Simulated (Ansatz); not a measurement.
# Ta3N (P-3m1) in Ansatz: further runs, part 2 of 2

Ansatz 0.2.0. Earlier steps stand in the parts before.

### 3 Projected density of states, PBE+U

input.yaml

```yaml
crystal:
  lattice:
    - [3.0322239879, 0.0, 0.0]
    - [-1.516111994, 2.6259830035, 0.0]
    - [0.0, 0.0, 7.524137]
  atoms:
    - { symbol: Ta, position: [0.6666666667, 0.3333333333, 0.82607] }
    - { symbol: Ta, position: [0.3333333333, 0.6666666667, 0.17393] }
    - { symbol: Ta, position: [0.0, 0.0, 0.5] }
    - { symbol: "N", position: [0.0, 0.0, 0.0] }
hamiltonian:
  xc: pbe
  pseudopotentials: { kind: paw }
  hubbard: { sites: [{ species: Ta, l: d, u_eff: 5.0 }] }
kpoints:
  mp_grid: { grid: [10, 10, 4] }
scf:
  occupations: { method: fermi_dirac, width: 0.05 }
  n_extra_bands: 10
output:
  forces: true
  stress: true
  eigenvalues: true
  dos: { projected: true, de: 0.05, nscf_kmesh: { grid: [15, 15, 6] } }
```

Potentials or basis: Ansatz PAW.

Launch:

```console
> ansatz run input.yaml --threads 2 --pin off --max-ram 5632MiB --backend cpu --events-out ev --progress --plain --runs-dir out
```

It took 18 s on 2 threads of Arm Neoverse N1, shared host; peak memory 0.5 GiB.

Results (log left out):

- Free energy: -30164.9664 eV
- Pressure: 4.1 GPa
- Largest force: 0.021 eV/Å
- Band gap on the k mesh: none (metal or under the smearing width)
- Density of states at the Fermi level: 2.87 states/eV per cell

Forces in eV/Å, atoms in the order of the input:
```
Ta   0.000  0.000  0.021
Ta   0.000  0.000 -0.021
Ta   0.000  0.000  0.000
N    0.000  0.000  0.000
```

Stress tensor (GPa, compression positive):
```
2.79 0.00 0.00
0.00 2.79 0.00
0.00 0.00 6.67
```

Levels at points of the mesh, in eV from the Fermi level:
```csv
k point,band 19,band 20,band 21,band 22,band 23,band 24,band 25,band 26
"(0.00, 0.00, 0.00)",-1.80,-0.77,-0.42,-0.42,0.34,0.34,0.74,1.86
"(0.00, 0.00, -0.50)",-1.87,-1.40,-0.22,-0.22,0.46,0.46,0.98,1.50
"(0.00, -0.50, 0.00)",-2.90,-1.19,-0.83,0.07,0.57,0.98,3.50,4.14
"(0.00, -0.50, -0.50)",-2.94,-1.45,-1.35,-0.09,0.80,1.46,2.71,4.23
```

States per cell in windows of 1 eV (zero at the Fermi level; states under -8 eV left out):
| from (eV) | total | Ta 5d | N 2p | Ta 6s | N 2s | Ta 5p | Ta 5s |
| --- | --- | --- | --- | --- | --- | --- | --- |
| -8.0 | 1.56 | 0.42 | 0.82 | 0.26 | 0.01 | 0.03 | 0.02 |
| -7.0 | 2.51 | 0.72 | 1.47 | 0.23 | 0.02 | 0.05 | 0.01 |
| -6.0 | 1.77 | 0.52 | 1.01 | 0.20 | 0.00 | 0.02 | 0.01 |
| -5.0 | 0.65 | 0.27 | 0.06 | 0.30 | 0.00 | 0.01 | 0.00 |
| -4.0 | 1.97 | 1.48 | 0.06 | 0.33 | 0.03 | 0.02 | 0.01 |
| -3.0 | 2.81 | 2.34 | 0.10 | 0.27 | 0.02 | 0.04 | 0.00 |
| -2.0 | 3.74 | 3.09 | 0.17 | 0.23 | 0.03 | 0.04 | 0.00 |
| -1.0 | 2.16 | 1.88 | 0.10 | 0.08 | 0.00 | 0.02 | 0.00 |
| 0.0 | 2.93 | 2.54 | 0.18 | 0.09 | 0.01 | 0.01 | 0.00 |
| 1.0 | 2.70 | 2.44 | 0.16 | 0.03 | 0.01 | 0.00 | 0.00 |
| 2.0 | 2.04 | 1.86 | 0.09 | 0.04 | 0.01 | 0.00 | 0.00 |
| 3.0 | 3.72 | 3.03 | 0.23 | 0.19 | 0.10 | 0.00 | 0.01 |
| 4.0 | 4.94 | 4.02 | 0.21 | 0.27 | 0.24 | 0.01 | 0.01 |
| 5.0 | 2.59 | 2.00 | 0.16 | 0.20 | 0.06 | 0.00 | 0.01 |
| 6.0 | 1.18 | 0.67 | 0.11 | 0.24 | 0.01 | 0.00 | 0.01 |
| 7.0 | 0.10 | 0.03 | 0.00 | 0.05 | 0.00 | 0.00 | 0.00 |

Eigenvalues of the final occupation matrices:
```
  site  spin  trace               eigenvalues
site 1     1   1.94  0.34 0.34 0.40 0.40 0.45
site 2     1   1.94  0.34 0.34 0.40 0.40 0.45
site 3     1   1.97  0.27 0.27 0.44 0.44 0.56
```

Caveat: U without spin polarisation on a metal has little footing; the density of states is complete only up to the lowest level of the last band computed. The run has no spin-orbit coupling, so splittings on Ta are missing.

### 4 Projected density of states, PBE+U

Changes to input.yaml since step 3:

```diff
@@ -13,3 +13,3 @@
   pseudopotentials: { kind: paw }
-  hubbard: { sites: [{ species: Ta, l: d, u_eff: 5.0 }] }
+  hubbard: { sites: [{ species: Ta, l: d, u_eff: 6.0 }] }
 kpoints:
@@ -24 +24,5 @@
   dos: { projected: true, de: 0.05, nscf_kmesh: { grid: [15, 15, 6] } }
+  write_density: true
+  write_potential: true
+  elf: true
+  volumetric_format: npy
```

Launch:

```console
> ansatz run input.yaml --threads 2 --pin off --max-ram 5632MiB --backend cpu --events-out ev --progress --plain --runs-dir out
```

It took 18 s on 2 threads of Arm Neoverse N1, shared host; peak memory 0.54 GiB.

It converged, with:

| Property | Result |
| --- | --- |
| Free energy | -30161.5009 eV |
| Pressure | 5.7 GPa |
| Largest force | 0.065 eV/Å |
| Band gap on the k mesh | none (metal or under the smearing width) |
| Density of states at the Fermi level | 2.33 states/eV per cell |

Forces in eV/Å, atoms in the order of the input:
```
Ta   0.000  0.000  0.065
Ta   0.000  0.000 -0.065
Ta   0.000  0.000  0.000
N    0.000  0.000  0.000
```

Stress tensor (GPa, compression positive):
```
3.79 0.00 0.00
0.00 3.79 0.00
0.00 0.00 9.65
```

Levels at points of the mesh, in eV from the Fermi level:
| k point | band 20 | band 21 | band 22 | band 23 | band 24 | band 25 |
| --- | --- | --- | --- | --- | --- | --- |
| (0.00, 0.00, 0.00) | -1.05 | -0.37 | -0.37 | 0.37 | 0.37 | 0.60 |
| (0.00, 0.00, -0.50) | -1.59 | -0.18 | -0.18 | 0.47 | 0.47 | 0.83 |
| (0.00, -0.50, 0.00) | -1.20 | -1.02 | 0.05 | 0.45 | 1.11 | 3.57 |
| (0.00, -0.50, -0.50) | -1.50 | -1.41 | -0.18 | 0.70 | 1.57 | 2.81 |

States per cell in windows of 1 eV (zero at the Fermi level; states under -8 eV left out):
| from (eV) | total | Ta 5d | N 2p | Ta 6s | N 2s | Ta 5p | Ta 5s |
| --- | --- | --- | --- | --- | --- | --- | --- |
| -8.0 | 1.68 | 0.43 | 0.86 | 0.30 | 0.02 | 0.03 | 0.02 |
| -7.0 | 2.32 | 0.68 | 1.39 | 0.18 | 0.01 | 0.04 | 0.01 |
| -6.0 | 1.78 | 0.51 | 1.01 | 0.22 | 0.00 | 0.02 | 0.01 |
| -5.0 | 0.69 | 0.30 | 0.06 | 0.30 | 0.01 | 0.01 | 0.00 |
| -4.0 | 2.04 | 1.57 | 0.06 | 0.32 | 0.03 | 0.02 | 0.01 |
| -3.0 | 2.91 | 2.38 | 0.12 | 0.29 | 0.02 | 0.04 | 0.00 |
| -2.0 | 3.72 | 3.10 | 0.16 | 0.21 | 0.03 | 0.04 | 0.00 |
| -1.0 | 1.99 | 1.73 | 0.10 | 0.07 | 0.00 | 0.01 | 0.00 |
| 0.0 | 2.77 | 2.40 | 0.18 | 0.08 | 0.01 | 0.01 | 0.00 |
| 1.0 | 2.87 | 2.60 | 0.17 | 0.03 | 0.01 | 0.00 | 0.00 |
| 2.0 | 1.94 | 1.76 | 0.09 | 0.04 | 0.01 | 0.00 | 0.00 |
| 3.0 | 3.86 | 3.14 | 0.23 | 0.21 | 0.10 | 0.00 | 0.01 |
| 4.0 | 4.86 | 3.95 | 0.20 | 0.27 | 0.23 | 0.01 | 0.01 |
| 5.0 | 2.65 | 2.01 | 0.16 | 0.22 | 0.06 | 0.00 | 0.01 |
| 6.0 | 1.14 | 0.62 | 0.09 | 0.24 | 0.01 | 0.00 | 0.01 |
| 7.0 | 0.06 | 0.02 | 0.00 | 0.03 | 0.00 | 0.00 | 0.00 |

Eigenvalues of the final occupation matrices:
```csv
site,spin,trace,eigenvalues
site 1,1,1.93,0.33 0.33 0.39 0.39 0.48
site 2,1,1.93,0.33 0.33 0.39 0.39 0.48
site 3,1,1.96,0.25 0.25 0.43 0.43 0.60
```

Caveat: U without spin polarisation on a metal has little footing; the density of states is complete only up to the lowest level of the last band computed.

### 5 Projected density of states, PBE+U

Changes to input.yaml since step 4:

```diff
@@ -13,3 +13,3 @@
   pseudopotentials: { kind: paw }
-  hubbard: { sites: [{ species: Ta, l: d, u_eff: 6.0 }] }
+  hubbard: { sites: [{ species: Ta, l: d, u_eff: 8.0 }] }
 kpoints:
@@ -24,5 +24 @@
   dos: { projected: true, de: 0.05, nscf_kmesh: { grid: [15, 15, 6] } }
-  write_density: true
-  write_potential: true
-  elf: true
-  volumetric_format: npy
```

Launch:

```console
> ansatz run input.yaml --threads 2 --pin off --max-ram 5632MiB --backend cpu --events-out ev --progress --plain --runs-dir out
```

It took 22 s on 2 threads of Arm Neoverse N1, shared host; peak memory 0.5 GiB.

The run converged. Its results:

- Free energy: -30154.8784 eV
- Pressure: 15.7 GPa
- Largest force: 0.569 eV/Å
- Band gap on the k mesh: none (metal or under the smearing width)
- Density of states at the Fermi level: 2.17 states/eV per cell

Forces on the atoms (eV/Å):
```
Ta   0.000  0.000  0.569
Ta   0.000  0.000 -0.569
Ta   0.000  0.000  0.000
N    0.000  0.000  0.000
```

Stress tensor (GPa, compression positive):
```
11.23  0.00  0.00
 0.00 11.23  0.00
 0.00  0.00 24.55
```

Levels at points of the mesh, in eV from the Fermi level:
```tsv
k point	band 18	band 19	band 20	band 21	band 22	band 23	band 24	band 25	band 26	band 27
(0.00, 0.00, 0.00)	-5.38	-2.83	-2.48	-0.35	0.08	0.08	0.67	0.67	2.49	2.49
(0.00, 0.00, -0.50)	-5.26	-3.49	-2.85	-0.22	0.24	0.24	0.83	0.83	2.03	2.03
(0.00, -0.50, 0.00)	-4.04	-2.64	-2.09	-1.59	-0.54	0.48	1.76	3.95	4.06	4.31
(0.00, -0.50, -0.50)	-3.72	-3.23	-1.89	-1.73	-0.51	0.07	2.22	3.32	3.40	4.45
```

States per cell in windows of 1 eV (zero at the Fermi level; states under -8 eV left out):
```tsv
from (eV)	total	Ta 5d	N 2p	Ta 6s	N 2s	Ta 5p	Ta 5s
-8.0	1.98	0.55	0.96	0.37	0.03	0.04	0.02
-7.0	1.82	0.58	1.05	0.13	0.00	0.03	0.01
-6.0	1.78	0.56	0.95	0.22	0.01	0.02	0.01
-5.0	1.56	1.07	0.09	0.34	0.01	0.02	0.01
-4.0	2.29	1.87	0.12	0.24	0.00	0.02	0.00
-3.0	3.72	2.92	0.21	0.38	0.04	0.05	0.00
-2.0	1.72	1.37	0.12	0.10	0.01	0.02	0.00
-1.0	2.02	1.72	0.10	0.09	0.01	0.01	0.00
0.0	2.45	2.11	0.18	0.07	0.00	0.01	0.00
1.0	3.27	2.93	0.17	0.08	0.01	0.01	0.00
2.0	1.72	1.50	0.08	0.06	0.01	0.00	0.00
3.0	4.33	3.55	0.21	0.23	0.12	0.01	0.01
4.0	4.07	3.18	0.17	0.28	0.21	0.01	0.01
5.0	3.12	2.36	0.20	0.26	0.05	0.00	0.01
6.0	0.93	0.48	0.06	0.22	0.01	0.00	0.01
7.0	0.02	0.01	0.00	0.01	0.00	0.00	0.00
```

Eigenvalues of the final occupation matrices:
```
  site  spin  trace               eigenvalues
site 1     1   1.89  0.25 0.25 0.34 0.34 0.71
site 2     1   1.89  0.25 0.25 0.34 0.34 0.71
site 3     1   1.98  0.25 0.25 0.36 0.36 0.75
```

Caveat: U without spin polarisation on a metal has little footing; the density of states is complete only up to the lowest level of the last band computed. The run has no spin-orbit coupling, so splittings on Ta are missing.

### 6 Summary

```tsv
U	gap on the mesh (eV)	pressure (GPa)	largest force (eV/Å)
Ta d U = 4 eV	none	2.8	0.02
Ta d U = 5 eV	none	4.1	0.02
Ta d U = 6 eV	none	5.7	0.07
Ta d U = 8 eV	none	15.7	0.57
```

Alike in all rows: task projected density of states; level PBE+U; potentials or basis Ansatz PAW; no spin polarisation; cell as given; k mesh 10 × 10 × 4; cutoff (eV) 420; smearing fermi-dirac 0.05 eV.

Every run on the cell as given and a fine mesh finds a metal.

Caveats: U without spin polarisation on a metal has little footing; the density of states is complete only up to the lowest level of the last band computed.

Total energies depend on the potentials used, so only differences within one code and one set of settings carry meaning.
